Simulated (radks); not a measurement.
# Yb⁴³⁺ in [Ar] 3d9: an all-electron calculation

One table from this session's results is given with a row withheld; the runs are named, their logs left out.

The numbers are computed with radks (a radial shooting solver on a logarithmic mesh, Libxc functionals) version 1 (Dirac Kohn-Sham, PBE, spin-unpolarised, spherical densities, point nucleus; open shells fill j = l - 1/2 first), except any that are marked as measured or tabulated.

## Starting point

| Item | Value |
| --- | --- |
| element | ytterbium (Z = 70) |
| charge | +43 |
| electrons | 27 |
| configuration | [Ar] 3d9 |

Set-up of the first run:

Settings of this run:

```text
Z 70
configuration [Ar] 3d9
relativity Dirac
functional pbe,pbe
spin unpolarised
j_filling energy
nucleus point
c 137.035999084
```

Among the steps run: Self-consistent calculation.

One of the session's tables, all rows but one given; the rest of the session is left out.

It belongs to the step «Orbitals and density». Radial moments (bohr):

```
level      <r>  outermost maximum (interpolated)  90 % within  nodes
1s1/2  0.01965                            0.0124       0.0357      0
2s1/2  0.08251                            0.0707        0.129      1
2p1/2        ?                                 ?            ?      ?
2p3/2  0.07595                            0.0593        0.123      0
3s1/2   0.2109                             0.197        0.309      2
3p1/2   0.2003                             0.185        0.300      1
3p3/2   0.2130                             0.197        0.317      1
3d3/2   0.1859                             0.154        0.287      0
3d5/2   0.1898                             0.158        0.292      0
```

Q: Estimate the row for 2p1/2 from the others.

The run gave: <r>: 0.06851; outermost maximum (interpolated): 0.0529; 90 % within: 0.113; nodes: 0. In the column «<r>» it lies between 1s1/2 (0.01965) and 2p3/2 (0.07595).

Limits of these values: Spin polarisation and multiplet splitting are left out.
